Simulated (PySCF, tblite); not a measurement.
# C₅H₆B₂Cl₂O: geometry, infrared bands and NMR shifts

What infrared bands and NMR shifts should C₅H₆B₂Cl₂O (`BCO/C(C#C)=C/B(Cl)Cl`) show?

Computed with tblite 0.8.0 and PySCF 2.14.0, with density-fitted response routines of our own, on a single molecule in the gas phase. Atoms are numbered from 0 throughout.

## Step 1: Starting geometry

16 atoms, charge 0, multiplicity 1; geometry from: force field or distance geometry start.

Bonds of the start (Å): B0–C1 1.60, C1–O2 1.41, O2–C3 1.42, C3–C4 1.44, C4–C5 1.20, C3–C6 1.34, C6–B7 1.58, B7–Cl8 1.84, B7–Cl9 1.86, B0–H10 1.18, B0–H11 1.17, C1–H12 1.13, C1–H13 1.11, C5–H14 1.07, C6–H15 1.08.

## Step 2: Optimising the geometry with GFN2-xTB

Job settings and geometry (Å):

```
{"job": {"kind": "relax", "xc": "GFN2-xTB", "basis": "xTB"}, "charge": 0, "multiplicity": 1}
B      2.748700    -1.868800    -0.118100
C      1.851300    -0.562000     0.084300
O      0.501300    -0.882600    -0.167900
C     -0.553300     0.058000    -0.080400
C     -0.267200     1.415200     0.319600
C     -0.008300     2.549200     0.629100
C     -1.792300    -0.373400    -0.357100
B     -3.131400     0.460000    -0.305700
Cl    -3.283200     2.150500     0.405100
Cl    -4.693900    -0.379400    -0.849700
H      2.534700    -2.832500     0.532300
H      3.600000    -1.875600    -0.921600
H      1.964500    -0.220200     1.153700
H      2.209400     0.226400    -0.603000
H      0.223400     3.552700     0.914100
H     -1.911300    -1.408300    -0.645800
```

The run is started by

```bash
$ OMP_NUM_THREADS=1 python probes_run.py task.json out
```

The driver reads the jobs from task.json and runs them one after another.

**Question.** This job is followed by: GFN2-xTB harmonic vibrations, gas phase; GIAO PBE0/pcSseg-1 NMR shielding, non-relativistic, gas phase. Predict these results of the whole session: strongest single infrared mode (GFN2-xTB); zero-point energy (GFN2-xTB); ¹³C shifts against TMS (PBE0/pcSseg-1); ¹H shifts against TMS (PBE0/pcSseg-1, means over atoms taken as alike); ¹¹B shifts against BF3·OEt2 (PBE0/pcSseg-1); ¹⁷O shifts against H2O (PBE0/pcSseg-1); ³⁵Cl shifts against HCl (PBE0/pcSseg-1, means over atoms taken as alike).

As calculated:

| quantity | value |
| --- | --- |
| strongest single infrared mode (GFN2-xTB) | 1550 cm⁻¹, 636 km/mol |
| zero-point energy (GFN2-xTB) | 61.1 kcal/mol |
| ¹³C shifts against TMS (PBE0/pcSseg-1) | 166.6, 121.4, 108.0, 80.6, 78.6 ppm |
| ¹H shifts against TMS (PBE0/pcSseg-1, means over atoms taken as alike) | 7.98, 6.29, 4.98, 3.68 ppm |
| ¹¹B shifts against BF3·OEt2 (PBE0/pcSseg-1) | 87.5, 49.1 ppm |
| ¹⁷O shifts against H2O (PBE0/pcSseg-1) | 165.2 ppm |
| ³⁵Cl shifts against HCl (PBE0/pcSseg-1, means over atoms taken as alike) | 237 ppm |

In words: Over 97 steps the energy fell by 0.649 eV; of the close pairs, B7–Cl9 changed most, 1.855 to 1.732 Å. All 42 modes are real, so the xTB geometry is a minimum. The strongest single mode, at 1550 cm⁻¹, moves mainly C3 and C6. GFN2-xTB is a fitted tight-binding method: band positions and strengths are rough. Its intensities can rank the bands wrongly. C3 (alkene carbon bearing oxygen) lies farthest downfield among carbon, at 166.6 ppm; an sp2 carbon further deshielded by the attached heteroatom. At PBE0/pcSseg-1: The largest span, 416 ppm, is at Cl8, Cl9, where the paramagnetic term is -432 ppm.
